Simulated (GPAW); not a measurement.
Write an ASE script for GPAW 26.7.0 that does the following.

```yaml
Task: single point
Functional: LDA
Potentials_or_basis: the program's PAW data sets (release 1.2.1) made for this functional
Cutoff: 450 eV
Basis: pw
k_mesh: 7 × 7 × 6
Occupations: fermi-dirac, width 0.05 eV
Spin: no spin polarisation
Maxiter: 120
Convergence: default
```

Crystal: NbTe.

```
CELL_PARAMETERS angstrom
3.70297 0.00000 0.00000
-1.85149 3.20687 0.00000
0.00000 0.00000 3.69421
ATOMIC_POSITIONS crystal
Te 0.66667 0.33333 0.00000
Nb 0.00000 0.00000 0.50000
```

The cell comes from a database or a generator and needn't be the stable form of this composition.

The input as run:

run.py

```python
from ase import Atoms
from ase.dft.bandgap import bandgap
from ase.io import write
from ase.units import GPa
from gpaw import GPAW, PW

atoms = Atoms(['Te', 'Nb'],
              cell=[[3.7029743866, 0.0, 0.0],
                    [-1.8514871933, 3.2068698884, 0.0],
                    [0.0, 0.0, 3.694211]],
              scaled_positions=[[0.6666666667, 0.3333333333, 0.0],
                                [0.0, 0.0, 0.5]],
              pbc=True)

calc = GPAW(mode=PW(450),
            xc='LDA',
            kpts={'size': (7, 7, 6), 'gamma': True},
            occupations={'name': 'fermi-dirac', 'width': 0.05},
            nbands=20,
            maxiter=120,
            txt='gpaw.txt')
atoms.calc = calc
energy = atoms.get_potential_energy()
forces = atoms.get_forces()
stress = atoms.get_stress()
calc.write('gs.gpw')
write('result.traj', atoms)
print(f'Energy: {energy:.6f} eV')
print('Forces (eV/A):')
print(forces.round(4))
print('Stress (GPa):', (stress / GPa).round(3))
print('Fermi level:', round(calc.get_fermi_level(), 4), 'eV')
print(f'Gap: {bandgap(calc)[0]:.4f} eV, direct: {bandgap(calc, direct=True)[0]:.4f} eV')
```

Potentials or basis: the program's PAW data sets (release 1.2.1) made for this functional, pw.

Run with:

```bash
$ OMP_NUM_THREADS=1 python run.py
```

Results of the run:

```yaml
Pressure: -8.7 GPa
Band_gap_on_the_k_mesh: none (metal or under the smearing width)
```

Caveat: the cutoff is short for stress and forces, so pressures can be off by a GPa or more.

Wall time 10 s on 1 thread of Arm Neoverse V1, on a shared host, peak memory 0.14 GiB.
